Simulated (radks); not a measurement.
**Fe⁴⁺ in [Ne] 3s2 3p5 3d4 4d1: an all-electron calculation**

An exercise on one series of results from a longer session: the logs are not shown, and one member is left open.

The numbers are computed with radks (a radial shooting solver on a logarithmic mesh, Libxc functionals) version 1 (scalar-relativistic Kohn-Sham, MS2 meta-GGA, spin-polarised, spherical densities, finite nucleus; open shells are filled with parallel spins first), except any that are marked as measured or tabulated.

## Starting point

- element: iron (Z = 26)
- charge: +4
- electrons: 22
- configuration: [Ne] 3s2 3p5 3d4 4d1
- nuclear rms radius: 3.7377 fm

The outer shells:

Fe⁴⁺
```
[Ne] core
3s [↑↓]
3p [↑↓][↑↓][↑ ]
3d [↑ ][↑ ][↑ ][↑ ][  ]
4d [↑ ][  ][  ][  ][  ]
```

Set-up of the first run:

The run's settings:

```text
Z 26
configuration [Ne] 3s2 3p5 3d4 4d1
relativity scalar-relativistic
functional ms2,regtpss
spin polarised
nucleus finite rms 3.7377 fm
c 137.035999084
```

Among the steps run: Self-consistent calculation.

One of the session's tables, all rows but one given; the rest of the session is left out.

It belongs to the step «Orbitals and density». From the orbitals of this run (lengths in bohr):

| level | <r> | outermost maximum (interpolated) | 90 % within | nodes |
| --- | --- | --- | --- | --- |
| 1s up | 0.05841 | 0.0383 | 0.104 | 0 |
| 1s down | ? | ? | ? | ? |
| 2s up | 0.2661 | 0.222 | 0.412 | 1 |
| 2s down | 0.2654 | 0.222 | 0.411 | 1 |
| 2p up | 0.2356 | 0.180 | 0.386 | 0 |
| 2p down | 0.2349 | 0.180 | 0.384 | 0 |
| 3s up | 0.7807 | 0.691 | 1.15 | 2 |
| 3s down | 0.7884 | 0.694 | 1.17 | 2 |
| 3p up | 0.8094 | 0.699 | 1.23 | 1 |
| 3p down | 0.8205 | 0.703 | 1.25 | 1 |
| 3d up | 0.8650 | 0.661 | 1.40 | 0 |
| 3d down | 0.8937 | 0.667 | 1.46 | 0 |
| 4d up | 2.721 | 2.51 | 3.97 | 1 |

**Question.** Estimate the row for 1s down.

**Answer.** <r>: 0.05840; outermost maximum (interpolated): 0.0383; 90 % within: 0.104; nodes: 0. In the column «<r>» it is the lowest.
